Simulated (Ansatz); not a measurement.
# CH₈OSSi₂: basis-set convergence

One table from this session's results is given with a row withheld; the runs are named, their logs left out.

Program: Ansatz 0.2.0, Gaussian basis. Level of theory: one geometry, several basis sets. These are calculated values, not measurements.

The runs, in order: PBE0-D4/def2-SVP; ωB97M-V/def2-SVP; PBE0-D4/def2-QZVPP; ωB97M-V/def2-QZVPP; the functionals' def2-TZVPP values are taken from earlier runs.

## The relaxed structure

An earlier PBE0-D4 in a triple-zeta def2 set relaxation fixed the geometry.

SMILES `CO[SiH2]S[SiH3]`, 13 atoms, charge 0, spin multiplicity 1.

Atoms are counted from 1 here; the program's logs count them from 0.

Bond lengths: C1–O2 1.410 Å, C1–H6 1.095 Å, C1–H7 1.096 Å, C1–H8 1.091 Å, O2–Si3 1.633 Å, Si3–S4 2.139 Å, Si3–H9 1.490 Å, Si3–H10 1.476 Å, S4–Si5 2.136 Å, Si5–H11 1.483 Å, Si5–H12 1.486 Å, Si5–H13 1.484 Å. Angles: O2–C1–H6 111.1°, O2–C1–H7 111.4°, O2–C1–H8 108.1°, H6–C1–H7 108.7°, H6–C1–H8 108.8°, H7–C1–H8 108.7°, C1–O2–Si3 124.0°, O2–Si3–S4 112.6°, O2–Si3–H9 110.6°, O2–Si3–H10 105.7°, S4–Si3–H9 107.1°, S4–Si3–H10 108.6°, H9–Si3–H10 112.3°, Si3–S4–Si5 97.7°, S4–Si5–H11 106.3°, S4–Si5–H12 111.0°, S4–Si5–H13 111.4°, H11–Si5–H12 109.6° and more.

Set-up of the first run:

Input file in.yaml:

```yaml
crystal:
  periodic: [false, false, false]
  atoms:
    - {symbol: C, position_ang: [-1.821010, 0.943579, 0.393624]}
    - {symbol: O, position_ang: [-0.679570, 1.770191, 0.336906]}
    - {symbol: Si, position_ang: [0.847225, 1.208335, 0.196465]}
    - {symbol: S, position_ang: [1.133396, 0.036221, -1.569342]}
    - {symbol: Si, position_ang: [1.029928, -1.891668, -0.654596]}
    - {symbol: H, position_ang: [-1.937819, 0.369267, -0.530971]}
    - {symbol: H, position_ang: [-1.768129, 0.246026, 1.237251]}
    - {symbol: H, position_ang: [-2.695214, 1.582645, 0.523468]}
    - {symbol: H, position_ang: [1.196110, 0.342584, 1.357445]}
    - {symbol: H, position_ang: [1.707789, 2.405076, 0.112105]}
    - {symbol: H, position_ang: [1.012516, -2.876802, -1.763318]}
    - {symbol: H, position_ang: [-0.207729, -2.031290, 0.155809]}
    - {symbol: H, position_ang: [2.203110, -2.138764, 0.219755]}
basis:
  gaussian: {orbitals: def2-SVP}
hamiltonian: {xc: pbe0, dispersion: d4}
output: {orbitals: {seedname: orbitals}}
```

Among the steps run: PBE0-D4 in def2-SVP; ωB97M-V in def2-SVP; PBE0-D4 in def2-QZVPP; ωB97M-V in def2-QZVPP.

One of the session's tables, all rows but one given; the rest of the session is left out.

It belongs to the step «Density functionals: the series». 

```
functional       basis  HOMO (eV)  LUMO (eV)
   PBE0-D4    def2-SVP      -7.58       0.27
   PBE0-D4  def2-TZVPP      -7.64      -0.07
   PBE0-D4  def2-QZVPP      -7.66      -0.22
   ωB97M-V    def2-SVP      -9.70       2.21
   ωB97M-V  def2-TZVPP      -9.81       1.67
   ωB97M-V  def2-QZVPP          ?          ?
```

**Question.** Estimate the row for ωB97M-V, def2-QZVPP.

**Answer.** HOMO (eV): -9.83; LUMO (eV): 1.27. In the column «HOMO (eV)» it is the lowest.
